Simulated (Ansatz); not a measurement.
# BaCaS2: the cell at several levels of theory

Aim: relax BaCaS2, ordered on the rocksalt lattice (R-3m) with 4 atoms a cell with PBE and r2SCAN and see how far the functionals disagree on the cell. This is a trial cell built on a prototype, not taken from a measured structure, and it needn't be the compound's ground state.

Program: Ansatz 0.2.0. PAW datasets, plane waves, zero pressure. The structure was generated, not taken from experiment, and needn't be the ground state; spin polarisation is off.

### 1 The cell

Space group R-3m (No. 166), trigonal; a = 4.325 Å, c = 21.186 Å in the conventional setting, 28.59 Å³ an atom. Ca has 6 S at 3.06 Å; Ba has 6 S at 3.06 Å; S has 3 Ca at 3.06 Å and 3 Ba at 3.06 Å.

Coordinates:

```
CELL_PARAMETERS angstrom
2.16226 1.24838 7.06192
-2.16226 1.24838 7.06192
0.00000 -2.49676 7.06192
ATOMIC_POSITIONS crystal
Ca 0.00000 0.00000 0.00000
Ba 0.50000 0.50000 0.50000
S 0.25000 0.25000 0.25000
S 0.75000 0.75000 0.75000
```

### 2 Relaxing with PBE

Input file input.yaml:

```yaml
crystal:
  lattice:
    - [2.1622614726, 1.2483822433, 7.0619163979]
    - [-2.1622614726, 1.2483822433, 7.0619163979]
    - [0.0, -2.4967644866, 7.0619163979]
  atoms:
    - { symbol: Ca, position: [1.0, 0.0, 0.0] }
    - { symbol: Ba, position: [0.5, 0.5, 0.5] }
    - { symbol: S, position: [0.25, 0.25, 0.25] }
    - { symbol: S, position: [0.75, 0.75, 0.75] }
kpoints:
  mp_grid: { grid: [6, 6, 6] }
hamiltonian:
  xc: pbe
scf:
  occupations: { method: fermi_dirac, width: 0.02 }
relax:
  f_tol: 0.005
  cell: {}
```

Started as:

```sh
> ansatz run input.yaml --threads 2 --pin off --max-ram 2211MiB --backend cpu --events-out ev --progress --plain --runs-dir out
```

The runs that follow: Relaxation with r2SCAN.

What does the calculation give? Wanted: for each run, a; c; volume; space group; SCF geometries.

The runs gave:

```
 level  a (Å)   c (Å)  volume (Å³/atom)  space group  SCF geometries
   PBE  4.285  21.126            27.994         R-3m               5
r2SCAN  4.275  21.125            27.859         R-3m               5
```

From the start to the first minimum the volume moved by -2.1 %. r2SCAN gives the smallest cell and PBE the largest; they differ by 0.5 % in volume, a mean of 0.2 % in length.
